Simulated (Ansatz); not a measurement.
# CH5ClOSn: the cost of one run

Method: RKS CAM-B3LYP/def2-SVP, in Ansatz 0.2.0.

**1. The starting structure**

Bond lengths: Sn1–Cl2 2.410 Å, Sn1–H3 1.740 Å, Sn1–O4 1.959 Å, O4–H5 1.010 Å, Sn1–C6 2.148 Å, C6–H7 1.110 Å, C6–H8 1.110 Å, C6–H9 1.110 Å. Angles: Cl2–Sn1–H3 109.4°, Cl2–Sn1–O4 109.5°, Cl2–Sn1–C6 109.5°, H3–Sn1–O4 109.5°, H3–Sn1–C6 109.5°, O4–Sn1–C6 109.5°, Sn1–O4–H5 109.5°, Sn1–C6–H7 109.5°, Sn1–C6–H8 109.5°, Sn1–C6–H9 109.5°, H7–C6–H8 109.4°, H7–C6–H9 109.4°, H8–C6–H9 109.4°.

Coordinates:

```xyz
9

Sn    0.0000    0.0000    0.0000
Cl    0.0000    0.0000    2.4100
H     1.6408    0.0000   -0.5794
O    -0.9232    1.5994   -0.6527
H    -1.8810    1.3686   -0.8751
C    -1.0126   -1.7544   -0.7160
H    -1.5123   -2.2661    0.1329
H    -1.7727   -1.4617   -1.4701
H    -0.2768   -2.4431   -1.1811
```

**2. Relaxing the start**

input.yaml

```yaml
crystal:
  periodic: [false, false, false]
  atoms:
    - { symbol: Sn, position_ang: [0.0, 0.0, 0.0] }
    - { symbol: Cl, position_ang: [0.0, 0.0, 2.41] }
    - { symbol: H, position_ang: [1.6408, 0.0, -0.5794] }
    - { symbol: O, position_ang: [-0.9232, 1.5994, -0.6527] }
    - { symbol: H, position_ang: [-1.881, 1.3686, -0.8751] }
    - { symbol: C, position_ang: [-1.0126, -1.7544, -0.716] }
    - { symbol: H, position_ang: [-1.5123, -2.2661, 0.1329] }
    - { symbol: H, position_ang: [-1.7727, -1.4617, -1.4701] }
    - { symbol: H, position_ang: [-0.2768, -2.4431, -1.1811] }
basis:
  gaussian: { orbitals: def2-SVP }
hamiltonian:
  xc: cam_b3lyp
relax:
  f_tol: 0.02
  max_steps: 40
```

Run with:

```console
ansatz run input.yaml --threads 2 --pin off --max-ram 3072MiB --backend cpu --events-out ev --progress --plain --runs-dir out
```

**Question.** How long does this run take on 2 threads of Arm Neoverse V2, shared host, and how much memory does it need?

About 41 s, with a peak of 0.25 GiB.
